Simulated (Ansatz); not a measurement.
# Al4Ni: the cost of one run

Method: DFT PBE, scalar-relativistic, plane waves, PAW, in Ansatz 0.2.0.

### Step 1. The structure to begin with

The structure is cubic, space group Im-3m (No. 229). The conventional cell has a = 5.179 Å, b = 5.179 Å, c = 5.179 Å, α = 90.00°, β = 90.00°, γ = 90.00°. Al (site symmetry -3m) is surrounded by 2 Ni at 2.24 Å. Ni (site symmetry m-3m) is surrounded by 8 Al at 2.24 Å.

Coordinates:

```
CELL_PARAMETERS angstrom
-2.58939 2.58939 2.58939
2.58939 -2.58939 2.58939
2.58939 2.58939 -2.58939
ATOMIC_POSITIONS crystal
Al 0.00000 0.00000 0.50000
Al 0.50000 0.00000 0.00000
Al 0.50000 0.50000 0.50000
Al 0.00000 0.50000 0.00000
Ni 0.00000 0.00000 0.00000
```

A structure generator made this guess: species swapped into a database cell of NiHg4 (Im-3m, No. 229), with Al on the Hg sites. Lengths come from tabulated atomic sizes and are only a guess.

### Step 2. A first look at the guess

File input.yaml:

```yaml
crystal:
  lattice:
    - [-2.58939378, 2.58939378, 2.58939378]
    - [2.58939378, -2.58939378, 2.58939378]
    - [2.58939378, 2.58939378, -2.58939378]
  atoms:
    - { symbol: Al, position: [0.0, 0.0, 0.5] }
    - { symbol: Al, position: [0.5, 0.0, 0.0] }
    - { symbol: Al, position: [0.5, 0.5, 0.5] }
    - { symbol: Al, position: [0.0, 0.5, 0.0] }
    - { symbol: Ni, position: [0.0, 0.0, 0.0], spin: 2.0 }
basis:
  ecutwfc: 420
kpoints:
  mp_grid: { grid: [6, 6, 6] }
hamiltonian:
  xc: pbe
scf:
  occupations: { method: gaussian, width: 0.1 }
  lower_state_search: "off"
output:
  forces: true
  stress: true
  eigenvalues: true
  populations: true
magnetization:
  spin_polarized: true
```

On the command line:

```console
$ ansatz run input.yaml --threads 1 --pin off --max-ram 2560MiB --backend cpu --events-out ev --progress --plain --runs-dir out
```

**Question.** How long does this run take on 1 thread of Arm Neoverse N1, shared host, and how much memory does it need?

About 9.8 s, with a peak of 0.33 GiB.
